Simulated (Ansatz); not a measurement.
# CH8N2OSi: one species, many methods

One table from this session's results is given with a row withheld; the runs are named, their logs left out.

Method: functionals in def2-TZVPP, the program's frozen cores in correlated methods; program: Ansatz 0.2.0, Gaussian basis.

The runs, in order: PBE-D4, r2SCAN-D4, PBE0-D4, B3LYP-D4, ωB97X-V, ωB97M-V, B2PLYP; CCSD(T)/def2-TZVPP; MP2/def2-QZVPP; extrapolation to the limit.

## The relaxed structure

An earlier PBE0-D4 in a triple-zeta def2 set relaxation fixed the geometry.

13 atoms, charge 0, spin multiplicity 1.

Atoms are counted from 1 here; the program's logs count them from 0.

Bond lengths: C1–N2 1.443 Å, C1–H6 1.097 Å, C1–H7 1.092 Å, C1–H8 1.095 Å, N2–Si3 1.698 Å, N2–H9 1.007 Å, Si3–N4 1.704 Å, Si3–O5 1.651 Å, Si3–H10 1.493 Å, N4–H11 1.006 Å, N4–H12 1.007 Å, O5–H13 0.957 Å. Angles: N2–C1–H6 113.0°, N2–C1–H7 109.3°, N2–C1–H8 111.6°, H6–C1–H7 107.6°, H6–C1–H8 107.8°, H7–C1–H8 107.3°, C1–N2–Si3 126.7°, C1–N2–H9 114.7°, Si3–N2–H9 117.1°, N2–Si3–N4 108.3°, N2–Si3–O5 101.7°, N2–Si3–H10 118.3°, N4–Si3–O5 118.8°, N4–Si3–H10 103.1°, O5–Si3–H10 107.4°, Si3–N4–H11 121.3°, Si3–N4–H12 122.5°, H11–N4–H12 112.4° and more.

Set-up of the first run:

The input, in.yaml:

```yaml
crystal:
  periodic: [false, false, false]
  atoms:
    - {symbol: C, position_ang: [-1.708939, -0.646255, -0.590109]}
    - {symbol: N, position_ang: [-0.477477, 0.037845, -0.904520]}
    - {symbol: Si, position_ang: [0.671867, 0.620800, 0.201400]}
    - {symbol: N, position_ang: [0.922938, -0.573087, 1.391062]}
    - {symbol: O, position_ang: [1.923998, 1.023640, -0.796934]}
    - {symbol: H, position_ang: [-2.591900, -0.000184, -0.673029]}
    - {symbol: H, position_ang: [-1.664739, -1.014331, 0.436618]}
    - {symbol: H, position_ang: [-1.865042, -1.513332, -1.241026]}
    - {symbol: H, position_ang: [-0.411195, 0.370063, -1.852723]}
    - {symbol: H, position_ang: [0.332259, 1.833562, 1.003605]}
    - {symbol: H, position_ang: [1.168961, -0.326540, 2.334386]}
    - {symbol: H, position_ang: [1.179272, -1.519301, 1.162328]}
    - {symbol: H, position_ang: [2.540297, 1.672323, -0.456158]}
basis:
  gaussian: {orbitals: def2-TZVPP}
hamiltonian: {xc: pbe, dispersion: d4}
output: {forces: true, orbitals: {seedname: orbitals}}
```

Run with:

```sh
$ ansatz run in.yaml --threads 4 --pin off --events-out ev --progress --plain --max-ram 10444MiB
```

Steps of the session up to this table: PBE-D4 (GGA); r2SCAN-D4 (meta-GGA); PBE0-D4 (hybrid); B3LYP-D4 (hybrid); ωB97X-V (range-separated); ωB97M-V (range-separated); B2PLYP (double hybrid); CCSD(T) in def2-TZVPP; MP2 in def2-QZVPP.

One table of the session follows, with a row left open; its other results are not shown here.

It belongs to the step «Atomisation energies». 

```
            method  atomisation energy (eV)
            PBE-D4                   50.445
         r2SCAN-D4                   49.547
           PBE0-D4                   49.509
          B3LYP-D4                   49.878
           ωB97X-V                   49.965
           ωB97M-V                   49.997
            B2PLYP                   49.267
     HF/def2-TZVPP                   34.989
    MP2/def2-TZVPP                   48.974
   CCSD/def2-TZVPP                   47.641
CCSD(T)/def2-TZVPP                   48.320
           MP2/CBS                        ?
       CCSD(T)/CBS                   49.880
```

Estimate the missing values for MP2/CBS.

As computed: atomisation energy (eV): 50.534. In the column «atomisation energy (eV)» it is the highest.

Limits of these values: Free atoms (1 C, 2 N, 1 Si, 1 O, 8 H) were run apart at each level; the atomisation energy is their sum less the molecule, without zero-point or spin-orbit terms.
